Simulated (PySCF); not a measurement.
# AlHBrF (SMILES [F][AlH][Br]): NEVPT2(10,10)/cc-pVDZ

Aim: the vertical singlet–triplet gap of AlHBrF at NEVPT2(10,10)/cc-pVDZ, from 2 runs. The job is set up through a Python script.

Program for the calculation: PySCF 2.14.0.

2 further runs of the same task are left out: 2 that didn't finish.

**1. Starting point**

AlHBrF: 4 atoms, total charge 0, spin state singlet. As SMILES, `[F][AlH][Br]`. Geometry: relaxed at PBE0-D4/def2-TZVP.

Bond lengths: F1–Al2 1.641 Å, Al2–Br3 2.237 Å, Al2–H4 1.563 Å. Angles: F1–Al2–Br3 117.7°, F1–Al2–H4 119.7°, Br3–Al2–H4 122.6°.

**2. A single-point energy at NEVPT2(10,10)/cc-pVDZ**

File run.py:

```python
import numpy
from pyscf import gto, scf, mp, mcscf, mrpt

molecule = gto.M(
    atom='''
F      1.472286    -1.521419     2.419038
Al     0.250011     0.143997     0.106581
Br    -2.960445    -1.554678    -2.056022
H      1.342650     2.818149    -0.507958
''',
    max_memory=1860,
    verbose=3,
    unit='bohr',
    basis='cc-pvdz',
    spin=0,
)

hf = molecule.RHF()
hf.conv_tol = 1e-10
hf.kernel()
if not hf.converged:
    hf = hf.newton().run(hf.mo_coeff, hf.mo_occ)

pt = mp.MP2(scf.addons.convert_to_uhf(hf)).run()
noons, natorbs = mcscf.addons.make_natural_orbitals(pt)
print('natural occupations', numpy.round(noons[:40], 4))
cas = mcscf.CASSCF(hf, 10, 10)
cas.fix_spin_(ss=0.0)
cas.natorb = True
cas.kernel(natorbs)
e_pt2 = mrpt.NEVPT(cas).kernel()
etot = cas.e_tot + e_pt2
print('E(%s) = %.9f' % ('NEVPT2', etot))
```

On the command line:

```bash
OMP_NUM_THREADS=1 python run.py
```

The log of the run:

```text
converged SCF energy = -2914.46603927506
E(UMP2) = -2914.85713253586  E_corr = -0.391093260798714
E(SCS-UMP2) = -2914.84347557861  E_corr = -0.37743630354997
natural occupations [2.     2.     2.     2.     2.     2.     1.9999 1.9999 1.9998 1.9998
 1.9998 1.9998 1.9996 1.9996 1.9996 1.9993 1.9993 1.9993 1.9993 1.9993
 1.9896 1.9887 1.9768 1.9738 1.9728 1.9724 1.9665 1.9655 1.9628 0.0272
 0.0241 0.0222 0.0198 0.017  0.0153 0.0137 0.0136 0.0105 0.0095 0.0089]
CASSCF energy = -2914.58776530002
CASCI E = -2914.58776530002  E(CI) = -23.9498632757063  S^2 = 0.0000000
Sr    (-1)',   E = -0.00862123046475
Si    (+1)',   E = -0.00087810329304
Sijrs (0)  ,   E = -0.06505846874189
Sijr  (+1) ,   E = -0.01007850217406
Srsi  (-1) ,   E = -0.04284927932598
Srs   (-2) ,   E = -0.06060986527398
Sij   (+2) ,   E = -0.00230608863263
Sir   (0)' ,   E = -0.06206035755283
Nevpt2 Energy = -0.252461895459161
E(NEVPT2) = -2914.840227195
```

It took 69 s on 1 thread of Arm Neoverse V1, shared host; peak memory 0.22 GiB.

**3. The triplet at the same level**

File calc.py:

```python
import numpy
from pyscf import gto, scf, mp, mcscf, mrpt

mol = gto.M(
    atom='F 0.779100 -0.805100 1.280100; Al 0.132300 0.076200 0.056400; Br -1.566600 -0.822700 -1.088000; H 0.710500 1.491300 -0.268800',
    basis='cc-pvdz',
    charge=0,
    max_memory=1860,
    spin=2,
    verbose=4,
)

mf = scf.ROHF(mol)
mf.conv_tol = 1e-10
mf.kernel()
if not mf.converged:
    mf = mf.newton().run(mf.mo_coeff, mf.mo_occ)

pt = mp.MP2(scf.addons.convert_to_uhf(mf)).run()
noons, natorbs = mcscf.addons.make_natural_orbitals(pt)
print('natural occupations', numpy.round(noons[:40], 4))
cas = mcscf.CASSCF(mf, 10, 10)
cas.fix_spin_(ss=2.0)
cas.natorb = True
cas.kernel(natorbs)
e_pt2 = mrpt.NEVPT(cas).kernel()
energy = cas.e_tot + e_pt2
print('E(%s) = %.9f' % ('NEVPT2', energy))
```

On the command line:

```bash
OMP_NUM_THREADS=1 python calc.py
```

The log of the run:

```text
PySCF version 2.14.0

[INPUT] num. atoms = 4
[INPUT] num. electrons = 58
[INPUT] charge = 0
[INPUT] spin (= nelec alpha-beta = 2S) = 2
[INPUT] symmetry False subgroup None
[INPUT] Mole.unit = angstrom
[INPUT] Symbol           X                Y                Z      unit          X                Y                Z       unit  Magmom
[INPUT]  1 F      0.779100000000  -0.805100000000   1.280100000000 AA    1.472285623649  -1.521418502887   2.419038412056 Bohr   0.0
[INPUT]  2 Al     0.132300000000   0.076200000000   0.056400000000 AA    0.250010766280   0.143997130692   0.106580553425 Bohr   0.0
[INPUT]  3 Br    -1.566600000000  -0.822700000000  -1.088000000000 AA   -2.960444946744  -1.554677682680  -2.056022023527 Bohr   0.0
[INPUT]  4 H      0.710500000000   1.491300000000  -0.268800000000 AA    1.342650411503   2.818148569564  -0.507958382283 Bohr   0.0

nuclear repulsion = 207.028600942315
number of shells = 19
number of NR pGTOs = 151
number of NR cGTOs = 64
basis = cc-pvdz
ecp = {}

******** <class 'pyscf.scf.rohf.ROHF'> ********
method = ROHF
initial guess = minao
damping factor = 0
level_shift factor = 0
DIIS = <class 'pyscf.scf.diis.CDIIS'>
diis_start_cycle = 1
diis_space = 8
diis_damp = 0
SCF conv_tol = 1e-10
SCF conv_tol_grad = None
SCF max_cycles = 50
direct_scf = True
direct_scf_tol = 1e-13
num. doubly occ = 28  num. singly occ = 2
Set gradient conv threshold to 1e-05
init E= -2913.32349077253
  HOMO = 0.0172559303430817  LUMO = 0.0282099174894541  gap/eV = 0.29807
cycle= 1 E= -2914.09444556819  delta_E= -0.771  |g|= 0.545  |ddm|= 2.38
[... 44 lines left out ...]
converged SCF energy = -2914.18578339766
[... 34 lines left out ...]
sorting_mo_energy = False
[... 100 lines left out ...]
1-step CASSCF converged in  43 macro (838 JK 167 micro) steps
[... 3 lines left out ...]
Natural orbital (expansion on meta-Lowdin AOs) in CAS space
[... 28 lines left out ...]
CASSCF energy = -2914.33251645945
[... 2 lines left out ...]
******** <class 'pyscf.mrpt.nevpt2.NEVPT'> ********
NEVPT2 (6e+4e, 10o), ncore = 24, nvir = 30
root = 0
Natural occ [1.99260723 1.9827663  1.98170832 1.97959365 1.00128965 0.99973287
 0.02064682 0.01822657 0.01610112 0.00732747]
Natural orbital (expansion on meta-Lowdin AOs) in CAS space
               #1        #2        #3        #4        #5
0 F 1s          -0.00001   0.00002   0.00004   0.00014  -0.00003
0 F 2s           0.00870  -0.06863   0.09006   0.20257  -0.03419
0 F 3s           0.00033  -0.00122   0.00233   0.00271  -0.01365
[... 60 lines of this table left out ...]
3 H 2pz         -0.00021  -0.00241  -0.00197  -0.00303  -0.00473
               #6        #7        #8        #9        #10
0 F 1s           0.00002  -0.00035  -0.00015  -0.00011   0.00004
0 F 2s           0.02075   0.16917   0.07119   0.03928  -0.00911
0 F 3s           0.00894  -0.06409  -0.02955  -0.01989   0.01497
[... 60 lines of this table left out ...]
3 H 2pz          0.00316   0.01197   0.02432  -0.01390  -0.00578
<CAS-nat-orb|mo-hf>  25     22       0.95872746
<CAS-nat-orb|mo-hf>  26     25      -0.92327230
<CAS-nat-orb|mo-hf>  27     24       0.89247504
<CAS-nat-orb|mo-hf>  28     23      -0.71317993
<CAS-nat-orb|mo-hf>  28     24      -0.40003156
<CAS-nat-orb|mo-hf>  29     27       0.62320913
<CAS-nat-orb|mo-hf>  29     31       0.71474170
<CAS-nat-orb|mo-hf>  30     27       0.77235002
<CAS-nat-orb|mo-hf>  30     31      -0.58157236
<CAS-nat-orb|mo-hf>  31     56       0.55869460
<CAS-nat-orb|mo-hf>  32     54      -0.50244618
<CAS-nat-orb|mo-hf>  32     57      -0.48508764
<CAS-nat-orb|mo-hf>  33     40       0.47837428
<CAS-nat-orb|mo-hf>  33     55      -0.69675105
<CAS-nat-orb|mo-hf>  34     46      -0.53709452
<CAS-nat-orb|mo-hf>  34     47       0.54628304
Sr    (-1)',   E = -0.00522482297170
Si    (+1)',   E = -0.00090419492256
Sijrs (0)  ,   E = -0.07948042939272
Sijr  (+1) ,   E = -0.01396980274087
Srsi  (-1) ,   E = -0.04001021729486
Srs   (-2) ,   E = -0.05365644360711
Sij   (+2) ,   E = -0.00196668439151
Sir   (0)' ,   E = -0.05875716543530
Nevpt2 Energy = -0.253969760756640
E(NEVPT2) = -2914.586486220
```

Wall time 1.8 min (1 thread of Arm Neoverse V1, shared host); peak memory 0.22 GiB.

**4. Outcome**

Level: NEVPT2(10,10)/cc-pVDZ.

| quantity | value |
| --- | --- |
| singlet: total energy | -2914.84023 Eh |
| singlet: dipole moment (Hartree–Fock density) | 1.49 D |
| singlet: HOMO energy (Hartree–Fock orbitals) | -11.80 eV |
| singlet: LUMO energy (Hartree–Fock orbitals) | 1.46 eV |
| singlet: HOMO–LUMO gap (Hartree–Fock orbitals) | 13.27 eV |
| triplet: total energy | -2914.58649 Eh |
| triplet: dipole moment (Hartree–Fock density) | 2.14 D |
| vertical energy of the triplet above the singlet | 6.905 eV |

What this shows: At this shape the triplet lies 6.90 eV (159 kcal/mol) above the singlet. Mulliken charges (singlet) of the mean-field density run from -0.53 on F1 to +0.94 on Al2; they depend strongly on the basis.
